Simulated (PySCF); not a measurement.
**BTe⁺ (triplet): spin, charge, geometry and surroundings**

One physical setting of the base script is moved in each run, with the edits that it forces.

Program: PySCF 2.14.0. Level of theory: method and basis as typed in the scripts. These are calculated values, not measurements.

6 further runs of the same task are left out: 3 for a known fault of the program, 3 that didn't finish.

## (1) Starting geometry

BTe⁺ (triplet): 2 atoms, charge 1, spin multiplicity 3.

Bond lengths: B1–Te2 2.235 Å.

## (2) The base run

Input file input.py:

```python
from pyscf import gto, scf, mp

mol = gto.M(
    atom='B 0 0 0; Te 0 0 2.235',
    basis='def2-svpd',
    ecp={'Te': 'def2-svpd'},
    charge=1,
    spin=2,
    verbose=4,
)
mf = scf.UHF(mol)
mf.kernel()
mp.MP2(mf, frozen=5).kernel()
mf.dip_moment()
print('orbital energies (hartree):', [e[max(0, n-3):n+3].round(4) for e, n in zip(mf.mo_energy, mol.nelec)])
```

Command:

```
> OMP_NUM_THREADS=1 python input.py
```

The log of this run is left out.

It gives: E(SCF) = -291.263951 Eh, E(MP2) − E(SCF) = -0.13459 Eh, ⟨S²⟩ = 2.027.

The bond length is a typed value, not an optimised one. The dipole of an ion depends on the origin. The triplet is typed in the script; nothing here shows that it is the ground state.

## (3) Electric field 0.005 a.u.

Variant 1 changes electric field: none → 0.005 a.u.

Input file input.py:

```python
from pyscf import gto, scf, mp

mol = gto.M(
    atom='B 0 0 0; Te 0 0 2.235',
    basis='def2-svpd',
    ecp={'Te': 'def2-svpd'},
    charge=1,
    spin=2,
    verbose=4,
)
mf = scf.UHF(mol)
field = 0.005  # electric field along z, atomic units
h = mf.get_hcore() + field*mol.intor('int1e_r')[2]
mf.get_hcore = lambda *args: h
e_nuc = mol.energy_nuc() - field*mol.atom_charges() @ mol.atom_coords()[:, 2]
mf.energy_nuc = lambda *args: e_nuc
mf.kernel()
mp.MP2(mf, frozen=5).kernel()
mf.dip_moment()
print('orbital energies (hartree):', [e[max(0, n-3):n+3].round(4) for e, n in zip(mf.mo_energy, mol.nelec)])
```

Command:

```
> OMP_NUM_THREADS=1 python input.py
```

## (4) Bond 6.705 Å

Variant 2 changes bond length: 2.235 Å → 6.705 Å.

Changes to input.py since step 2:

```diff
@@ -3,3 +3,3 @@
 mol = gto.M(
-    atom='B 0 0 0; Te 0 0 2.235',
+    atom='B 0 0 0; Te 0 0 6.705',
     basis='def2-svpd',
```

## (5) Bond 3.353 Å

Variant 3 changes bond length: 2.235 Å → 3.353 Å.

Changes to input.py since step 2:

```diff
@@ -3,3 +3,3 @@
 mol = gto.M(
-    atom='B 0 0 0; Te 0 0 2.235',
+    atom='B 0 0 0; Te 0 0 3.353',
     basis='def2-svpd',
```

## (6) Electric field 0.2 a.u.

Variant 4 changes electric field: none → 0.2 a.u.

Changes to input.py since step 2:

```diff
@@ -11,2 +11,7 @@
 mf = scf.UHF(mol)
+field = 0.2  # electric field along z, atomic units
+h = mf.get_hcore() + field*mol.intor('int1e_r')[2]
+mf.get_hcore = lambda *args: h
+e_nuc = mol.energy_nuc() - field*mol.atom_charges() @ mol.atom_coords()[:, 2]
+mf.energy_nuc = lambda *args: e_nuc
 mf.kernel()
```

What does the calculation give? Wanted: for each run, E(SCF); from base; gap, α spin; after the SCF.

**Answer**, as computed:

```
                                  run  E(SCF) (hartree)  from base (eV)  cycles  gap, α spin (eV)                           after the SCF
                                 base       -291.263951               0      17              9.78  MP2 correlation -3.662 eV, core frozen
            electric field 0.005 a.u.       -291.275966  not comparable      17              9.64  MP2 correlation -3.719 eV, core frozen
                         bond 6.705 Å       -291.180176         +2.2796      19              2.82  MP2 correlation -2.546 eV, core frozen
                         bond 3.353 Å       -291.248040         +0.4330      22             11.89  MP2 correlation -3.091 eV, core frozen
electric field 0.2 a.u. (poor choice)       -294.264588  not comparable      18              8.89  MP2 correlation -2.488 eV, core frozen
```

In words: The largest comparable shift of the SCF energy, +2.280 eV, comes with the run “bond 6.705 Å”. With bond 6.705 Å the frontier gap moves by over 1.5 eV, which can mean another electronic state rather than the bond length alone. With bond 3.353 Å the frontier gap moves by over 1.5 eV, which can mean another electronic state rather than the bond length alone. Rows marked «poor choice» come from settings spoiled on purpose.
